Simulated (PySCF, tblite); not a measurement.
**C6H8FO radical: geometry, infrared bands and EPR parameters**

What infrared bands and EPR parameters should C6H8FO radical (`C=C1C[C@@H]([O])[C@H](F)C1`) show?

Computed with tblite 0.8.0 and PySCF 2.14.0, with density-fitted response routines of our own, on a single molecule in the gas phase. Atoms count from 0, in the outputs and in this text.

## Step 1: The molecule as given

16 atoms, charge 0, multiplicity 2; geometry from: force field or distance geometry start.

Bonds of the start (Å): C0–C1 1.35, C1–C2 1.51, C2–C3 1.57, C3–O4 1.33, C3–C5 1.54, C5–F6 1.37, C5–C7 1.54, C7–C1 1.49, C0–H8 1.08, C0–H9 1.08, C2–H10 1.09, C2–H11 1.09, C3–H12 1.10, C5–H13 1.09, C7–H14 1.10, C7–H15 1.08.

## Step 2: Geometry optimisation with GFN2-xTB

What the job is given:

```
{"job": {"kind": "relax", "xc": "GFN2-xTB", "basis": "xTB"}, "charge": 0, "multiplicity": 2}
C      2.067600     0.331800     0.894700
C      0.818800     0.182700     0.392700
C     -0.145300    -0.897500     0.838300
C     -1.474400    -0.614700     0.051400
O     -2.294900     0.125900     0.797400
C     -0.976200     0.173100    -1.168900
F     -0.500000    -0.704900    -2.111600
C      0.212400     1.024100    -0.676900
H      2.432800    -0.324400     1.677100
H      2.704900     1.121400     0.538900
H     -0.286500    -0.916000     1.922500
H      0.242800    -1.871100     0.526300
H     -1.830600    -1.595000    -0.298400
H     -1.736300     0.778400    -1.661400
H     -0.151600     1.972900    -0.253000
H      0.908900     1.222300    -1.480600
```

The run is started by

```console
$ OMP_NUM_THREADS=1 python probes_run.py task.json out
```

The driver reads the jobs from task.json and runs them one after another.

**Question.** This job is followed by: GFN2-xTB harmonic vibrations, gas phase; UKS B3LYP, pcH-1 on C F H O, non-relativistic, mean-field spin-orbit, GIAO. Predict these results of the whole session: strongest single infrared mode (GFN2-xTB); zero-point energy (GFN2-xTB); g(iso) (B3LYP); ⟨S²⟩; largest a(iso); potential on the surface of density 0.002 e/bohr³, 1st and 99th percentile; property runs in this session.

As calculated:

| quantity | value |
| --- | --- |
| strongest single infrared mode (GFN2-xTB) | 723 cm⁻¹, 142 km/mol |
| zero-point energy (GFN2-xTB) | 77.0 kcal/mol |
| g(iso) (B3LYP) | 2.02193 |
| ⟨S²⟩ | 0.754 (exact 0.75) |
| largest a(iso) | 1H on H12, 331.6 MHz |
| potential on the surface of density 0.002 e/bohr³, 1st and 99th percentile | -1.22 V and 1.10 V |
| property runs in this session | 1, of which 0 failed and 1 gave unsound results |

Over 54 steps the energy fell by 0.157 eV; of the close pairs, C3–C5 changed most, 1.536 to 1.589 Å. The lowest mode is slightly imaginary (18i cm⁻¹), a soft motion within the noise of the Hessian, so the minimum is not strictly shown. The strongest single mode, at 723 cm⁻¹, has its largest shares on C5, H12 and C3 (the list is cut at 3 atoms). GFN2-xTB is a fitted tight-binding method: band positions and strengths are rough. Its intensities can rank the bands wrongly. O4 carries the largest spin population, 0.81 e. The isotropic g lies 19.6 ppt above the free-electron value. These values are not to be trusted: the run shows nearly degenerate orbitals, where second-order g theory doesn't apply. These values are for one conformer; the search (at its own cheap level) found 2 more, at 0.02, 0.25 kcal/mol (those within 0.05 may be mirror or relabelled copies), and measured spectra average over such forms.
